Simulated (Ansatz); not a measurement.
**Ge3Pd in Ansatz: convergence with scf exx energy threshold**

Input of the first run (scf exx energy threshold 0.01); the others differ in this setting and in those tied to it:

The input input.yaml:

```yaml
crystal:
  lattice:
    - [4.142023, 0.0, 0.0]
    - [0.0, 4.142023, 0.0]
    - [0.0, 0.0, 4.142023]
  atoms:
    - { symbol: Pd, position: [0.0, 0.0, 0.0] }
    - { symbol: Ge, position: [0.5, 0.5, 0.0] }
    - { symbol: Ge, position: [0.5, 0.0, 0.5] }
    - { symbol: Ge, position: [0.0, 0.5, 0.5] }
hamiltonian:
  xc: hse06
  pseudopotentials: { kind: paw, source: jth }
kpoints:
  mp_grid: { grid: [4, 4, 4] }
scf:
  occupations: { method: gaussian, width: 0.1 }
  exx: { energy_threshold: 0.01 }
output:
  forces: true
  stress: true
  eigenvalues: true
```

Potentials or basis: JTH PAW.

The run is started by

```bash
$ ansatz run input.yaml --threads 2 --pin off --max-ram 5632MiB --backend cpu --events-out ev --progress --plain --runs-dir out
```

The cell comes from a database or a generator and needn't be the stable form of this composition.

Hardware: 2 threads of Arm Neoverse V2, on a shared host.

| scf exx energy threshold | energy less the tightest run, at zero smearing (meV/atom) | SCF cycles | CPU time (s) | peak memory (GiB) |
| --- | --- | --- | --- | --- |
| 0.01 | 0.00 | 24 | 130 | 4.6 |
| 0.001 | 0.00 | 24 | 130 | 4.6 |
| 0.0001 | 0.00 | 24 | 130 | 4.6 |
| 1e-05 | 0.00 | 24 | 130 | 4.6 |
| 1e-06 | 0.00 | 26 | 130 | 4.6 |
| 1e-07 | 0.00 | 30 | 150 | 4.6 |

Against the tightest run, the energy stays within 1 meV/atom from 0.01 on. The tightest run that finished is the yardstick and may itself not be fully converged.

Caveat, for the tightest run too: the k mesh is coarse (spacing up to 0.38 Å⁻¹), so the values aren't converged, least of all with exact exchange.
